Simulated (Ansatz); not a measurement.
**CH2FNO2Si: one species, many methods**

One table from this session's results is given with a row withheld; the runs are named, their logs left out.

Method: functionals in def2-TZVPP, the program's frozen cores in correlated methods; program: Ansatz 0.2.0, Gaussian basis.

Plan: LDA (SPW92), PBE-D4, revPBE-D4, BLYP-D4, r2SCAN-D4, B97M-V, PBE0-D4, B3LYP-D4, r2SCANh-D4, r2SCAN0-D4, HSE06-D4, BHLYP-D4, CAM-B3LYP-D4, LC-ωPBE, ωB97X-V, ωB97M-V, B2PLYP, PBE-QIDH; CCSD(T)/def2-SVP; CCSD(T)/def2-TZVPP; MP2/def2-QZVPP; extrapolation to the limit; RPA on PBE.

### The geometry

The geometry comes from an earlier relaxation with PBE0-D4 in a triple-zeta def2 set; it is a stationary point, not always the lowest conformer.

SMILES `O=C1N[Si]1(O)F`, 8 atoms, charge 0, spin multiplicity 1.

Atoms are counted from 1 here; the program's logs count them from 0.

Bond lengths: O1–C2 1.191 Å, C2–N3 1.397 Å, C2–Si4 1.840 Å, N3–Si4 1.704 Å, N3–H7 1.015 Å, Si4–O5 1.617 Å, Si4–F6 1.577 Å, O5–H8 0.959 Å. Angles: O1–C2–N3 133.9°, O1–C2–Si4 164.3°, N3–C2–Si4 61.8°, C2–N3–Si4 72.0°, C2–N3–H7 128.6°, Si4–N3–H7 159.3°, C2–Si4–N3 46.2°, C2–Si4–O5 130.4°, C2–Si4–F6 124.3°, N3–Si4–O5 122.4°, N3–Si4–F6 117.9°, O5–Si4–F6 103.7°, Si4–O5–H8 117.8°.

Set-up of the first run:

in.yaml

```yaml
crystal:
  periodic: [false, false, false]
  atoms:
    - {symbol: O, position_ang: [1.986855, 1.097831, 0.977272]}
    - {symbol: C, position_ang: [0.987347, 0.562360, 0.613655]}
    - {symbol: N, position_ang: [0.566886, -0.768993, 0.556582]}
    - {symbol: Si, position_ang: [-0.694667, 0.207879, -0.042980]}
    - {symbol: O, position_ang: [-1.223704, 0.099183, -1.567627]}
    - {symbol: F, position_ang: [-2.019562, 0.307373, 0.806261]}
    - {symbol: H, position_ang: [1.056851, -1.601878, 0.866192]}
    - {symbol: H, position_ang: [-0.567707, 0.039146, -2.265056]}
basis:
  gaussian: {orbitals: def2-TZVPP}
hamiltonian: {xc: lda}
output: {orbitals: {seedname: orbitals}}
```

Steps of the session up to this table: LDA; PBE-D4 (GGA); revPBE-D4 (GGA); BLYP-D4 (GGA); r2SCAN-D4 (meta-GGA); B97M-V (meta-GGA); PBE0-D4 (hybrid); B3LYP-D4 (hybrid); r2SCANh-D4 (hybrid); r2SCAN0-D4 (hybrid); HSE06-D4 (hybrid); BHLYP-D4 (hybrid); CAM-B3LYP-D4 (range-separated); LC-ωPBE (range-separated); ωB97X-V (range-separated); ωB97M-V (range-separated); B2PLYP (double hybrid); PBE-QIDH (double hybrid).

One of the session's tables, all rows but one given; the rest of the session is left out.

It belongs to the step «Orbital energies across the functionals». 

| functional | HOMO (eV) | gap (eV) |
| --- | --- | --- |
| LDA (SPW92) | -6.08 | 4.40 |
| PBE-D4 | -5.88 | 4.49 |
| revPBE-D4 | -5.80 | 4.52 |
| BLYP-D4 | -5.79 | 4.52 |
| r2SCAN-D4 | -6.11 | 4.95 |
| B97M-V | -6.19 | 5.13 |
| PBE0-D4 | ? | ? |
| B3LYP-D4 | -7.04 | 6.41 |
| r2SCANh-D4 | -6.63 | 5.85 |
| r2SCAN0-D4 | -7.42 | 7.21 |
| HSE06-D4 | -6.84 | 6.10 |
| BHLYP-D4 | -8.60 | 9.11 |
| CAM-B3LYP-D4 | -8.63 | 9.26 |
| LC-ωPBE | -9.85 | 11.81 |
| ωB97X-V | -9.55 | 11.35 |
| ωB97M-V | -9.46 | 10.92 |

Estimate the missing values for PBE0-D4.

As computed: HOMO (eV): -7.25; gap (eV): 6.89. In the column «HOMO (eV)» it lies between r2SCAN0-D4 (-7.42) and B3LYP-D4 (-7.04).
